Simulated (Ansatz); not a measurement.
# Cu4RuPtRhAu: the cost of one run

Method: DFT PBE, scalar-relativistic, plane waves, PAW, in Ansatz 0.2.0.

### 1 Starting point

The cell holds 16 atoms (Au2Cu8Pt2Rh2Ru2): a = 5.405 Å, b = 5.405 Å, c = 8.648 Å, α = 90.00°, β = 90.00°, γ = 120.00°.

The sites of an ideal hcp lattice, at a guessed lattice constant, take 2 Pt, 2 Rh, 8 Cu, 2 Ru, 2 Au (sublattices apart by semicolons), with a shake of 0.02 Å. Warren-Cowley parameters of the first shell (negative: unlike neighbours preferred): Au-Cu -0.08, Au-Pt +0.00, Au-Rh -0.33, Au-Ru +0.33, Cu-Pt -0.17, Cu-Rh -0.08. In a cell this small the draw can fall short of the order aimed at.

Structure file:

```xyz
16
Lattice="2.7025 -4.6809 0.0000 2.7025 4.6809 0.0000 0.0000 0.0000 8.6481" Properties=species:S:1:pos:R:3 pbc="T T T"
Cu    1.3357   -0.7426    1.0483
Cu    1.3393   -0.7735    5.3860
Cu    2.6845    1.5466    1.1024
Cu    2.7074    1.5572    5.4315
Cu    4.0555   -0.7374    1.0506
Cu    1.3549    0.7877    3.2670
Cu    4.0274    0.7581    7.5733
Cu    2.6845    3.1158    7.5594
Ru    2.6713   -3.1334    5.4431
Ru    4.0473   -0.7871    5.3531
Rh    2.6620   -1.5562    3.2255
Rh    1.3127    0.7463    7.5208
Pt    2.7253   -1.5939    7.5508
Pt    2.7158    3.1373    3.2389
Au    2.6919   -3.1111    1.0675
Au    4.0499    0.7564    3.2273
```

### 2 Relaxing on a coarse mesh

A cheap relaxation: coarse mesh, no symmetry, loose thresholds.

The input, input.yaml:

```yaml
crystal:
  lattice:
    - [2.70251994, -4.68090182, 0.0]
    - [2.70251992, 4.68090182, 0.0]
    - [0.0, 0.0, 8.64806378]
  atoms:
    - { symbol: Cu, position: [0.3264482856, 0.1678076078, 0.1212166818] }
    - { symbol: Cu, position: [0.3304179085, 0.1651664337, 0.6228009109] }
    - { symbol: Cu, position: [0.3314642542, 0.6618737058, 0.1274750111] }
    - { symbol: Cu, position: [0.3345651575, 0.6672425599, 0.6280625143] }
    - { symbol: Cu, position: [0.8290847005, 0.6715572378, 0.1214795687] }
    - { symbol: Cu, position: [0.1665381653, 0.3348253307, 0.3777764881] }
    - { symbol: Cu, position: [0.6641370345, 0.8260893878, 0.8757231998] }
    - { symbol: Cu, position: [0.1638383684, 0.8294778161, 0.8741141813] }
    - { symbol: Ru, position: [0.8289228919, 0.1595210701, 0.6294023898] }
    - { symbol: Ru, position: [0.8328800745, 0.6647232976, 0.6189891767] }
    - { symbol: Rh, position: [0.6587326236, 0.326274988, 0.372972375] }
    - { symbol: Rh, position: [0.1631362617, 0.3225771612, 0.8696540553] }
    - { symbol: Pt, position: [0.6744742425, 0.3339665655, 0.8731243311] }
    - { symbol: Pt, position: [0.1673452639, 0.8375849269, 0.3745192277] }
    - { symbol: Au, position: [0.830360877, 0.1657185282, 0.1234339755] }
    - { symbol: Au, position: [0.6684802599, 0.8300809344, 0.3731833584] }
  symmetry: { detect: false }
basis:
  ecutwfc: 420
kpoints:
  mp_grid: { grid: [3, 3, 2], shift: [0.0, 0.0, 0.5] }
hamiltonian:
  xc: pbe
scf:
  occupations: { method: gaussian, width: 0.1 }
  lower_state_search: "off"
output:
  forces: true
  stress: true
  eigenvalues: true
relax:
  adjacent_minimum: "off"
  f_tol: 0.04
  max_steps: 50
  cell: { stress_tol: 0.3 }
```

Launch:

```bash
ansatz run input.yaml --threads 4 --pin off --max-ram 9216MiB --backend cpu --events-out ev --progress --plain --runs-dir out
```

Q: Estimate wall time and peak memory on 4 threads of Intel Xeon Platinum 8259CL at 2.50GHz (Skylake/Cascade Lake), shared host.

About 2.3 min, with a peak of 1.3 GiB.
